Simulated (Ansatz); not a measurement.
# C4H9B: one species, many methods

An exercise on one series of results from a longer session: the logs are not shown, and one member is left open.

Method: functionals in def2-TZVPP, the program's frozen cores in correlated methods; program: Ansatz 0.2.0, Gaussian basis.

Levels to be run: PBE-D4, r2SCAN-D4, PBE0-D4, B3LYP-D4, ωB97X-V, ωB97M-V, B2PLYP; CCSD(T)/def2-TZVPP; MP2/def2-QZVPP; extrapolation to the limit.

## Structure used throughout

An earlier PBE0-D4 in a triple-zeta def2 set relaxation fixed the geometry.

SMILES `BC1(C)CC1`, 14 atoms, charge 0, spin multiplicity 1.

Atoms are counted from 1 here; the program's logs count them from 0.

Bond lengths: B1–C2 1.523 Å, B1–H6 1.199 Å, B1–H7 1.200 Å, C2–C3 1.510 Å, C2–C4 1.527 Å, C2–C5 1.538 Å, C3–H8 1.093 Å, C3–H9 1.094 Å, C3–H10 1.093 Å, C4–C5 1.472 Å, C4–H11 1.082 Å, C4–H12 1.084 Å, C5–H13 1.082 Å, C5–H14 1.084 Å. Angles: C2–B1–H6 121.8°, C2–B1–H7 119.1°, H6–B1–H7 119.0°, B1–C2–C3 121.1°, B1–C2–C4 116.3°, B1–C2–C5 112.9°, C3–C2–C4 116.6°, C3–C2–C5 116.3°, C4–C2–C5 57.4°, C2–C3–H8 111.2°, C2–C3–H9 111.6°, C2–C3–H10 111.1°, H8–C3–H9 107.7°, H8–C3–H10 107.5°, H9–C3–H10 107.5°, C2–C4–C5 61.7°, C2–C4–H11 118.2°, C2–C4–H12 115.0° and more.

The first run:

in.yaml

```yaml
crystal:
  periodic: [false, false, false]
  atoms:
    - {symbol: B, position_ang: [-0.679422, 1.541486, 0.169166]}
    - {symbol: C, position_ang: [-0.011544, 0.173615, 0.126870]}
    - {symbol: C, position_ang: [1.192879, -0.133115, 0.984818]}
    - {symbol: C, position_ang: [-0.910130, -1.006773, -0.235509]}
    - {symbol: C, position_ang: [-0.026589, -0.456779, -1.276013]}
    - {symbol: H, position_ang: [-0.243838, 2.437350, 0.836825]}
    - {symbol: H, position_ang: [-1.657545, 1.735041, -0.498019]}
    - {symbol: H, position_ang: [1.998584, 0.583362, 0.805771]}
    - {symbol: H, position_ang: [1.586610, -1.134044, 0.782784]}
    - {symbol: H, position_ang: [0.940481, -0.086554, 2.047424]}
    - {symbol: H, position_ang: [-1.975812, -0.834026, -0.313005]}
    - {symbol: H, position_ang: [-0.634208, -1.949638, 0.222242]}
    - {symbol: H, position_ang: [-0.464229, 0.105896, -2.090449]}
    - {symbol: H, position_ang: [0.871863, -1.005122, -1.534106]}
basis:
  gaussian: {orbitals: def2-TZVPP}
hamiltonian: {xc: pbe, dispersion: d4}
output: {forces: true, orbitals: {seedname: orbitals}}
```

Command:

```bash
$ ansatz run in.yaml --threads 4 --pin off --events-out ev --progress --plain --max-ram 10444MiB
```

Among the steps run: PBE-D4 (GGA); r2SCAN-D4 (meta-GGA); PBE0-D4 (hybrid); B3LYP-D4 (hybrid); ωB97X-V (range-separated); ωB97M-V (range-separated); B2PLYP (double hybrid); CCSD(T) in def2-TZVPP; MP2 in def2-QZVPP.

One table of the session follows, with a row left open; its other results are not shown here.

```
            method  atoms, summed (eV)  atomisation energy (kJ/mol)
            PBE-D4           -4905.955                       5660.5
         r2SCAN-D4           -4910.778                       5576.2
           PBE0-D4           -4907.549                       5604.0
          B3LYP-D4           -4914.954                       5557.3
           ωB97X-V           -4912.868                       5560.7
           ωB97M-V           -4911.170                       5569.2
            B2PLYP           -4909.780                       5503.1
     HF/def2-TZVPP           -4892.622                       4235.7
    MP2/def2-TZVPP           -4901.001                       5495.2
   CCSD/def2-TZVPP                   ?                            ?
CCSD(T)/def2-TZVPP           -4904.045                       5421.5
           MP2/CBS           -4902.410                       5605.7
       CCSD(T)/CBS           -4905.454                       5532.0
```

Estimate the missing values for CCSD/def2-TZVPP.

As computed: atoms, summed (eV): -4903.788; atomisation energy (kJ/mol): 5355.1. In the column «atoms, summed (eV)» it lies between CCSD(T)/def2-TZVPP (-4904.045) and MP2/CBS (-4902.410).
